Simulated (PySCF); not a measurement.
# C4H5B: the cost of one run

The runs use PySCF 2.14.0, with density-fitted response routines of our own; the level of theory stands in each step. All values are computed, except where a source is named. Atoms count from 0, in the outputs and in this text.

### 1 The molecule as given

10 atoms, charge 0, multiplicity 1; geometry from: PBE0-D3(BJ)/def2-SVP.

Bonds of the start (Å): C0–C1 1.22, C1–B2 1.52, B2–C3 1.55, C3–C4 1.35, C0–H5 1.08, B2–H6 1.21, C3–H7 1.10, C4–H8 1.10, C4–H9 1.10.

### 2 NMR shieldings: HF/pcSseg-2

What the job is given:

```
{"job": {"kind": "nmr", "xc": "HF", "basis": "pcSseg-2", "pop": false}, "charge": 0, "multiplicity": 1}
C      2.365470    -0.611333     0.525928
C      1.442234     0.126936     0.223725
B      0.300279     1.060391    -0.153892
C     -1.150448     0.542887    -0.303967
C     -1.478728    -0.749065    -0.119695
H      3.184514    -1.255099     0.792846
H      0.560606     2.228445    -0.335028
H     -1.950928     1.242606    -0.572383
H     -0.717093    -1.489717     0.149892
H     -2.504862    -1.118066    -0.228091
```

Level: GIAO HF/pcSseg-2 NMR shielding, non-relativistic, gas phase.

On the command line:

```bash
> OMP_NUM_THREADS=1 python probes_run.py task.json out
```

One launch serves the whole session: the jobs run in the order shown.

**Question.** How long does this first job take on 1 thread of Arm Neoverse V1, shared host, and how much memory does it need?

About 12 s, with a peak of 1 GiB.
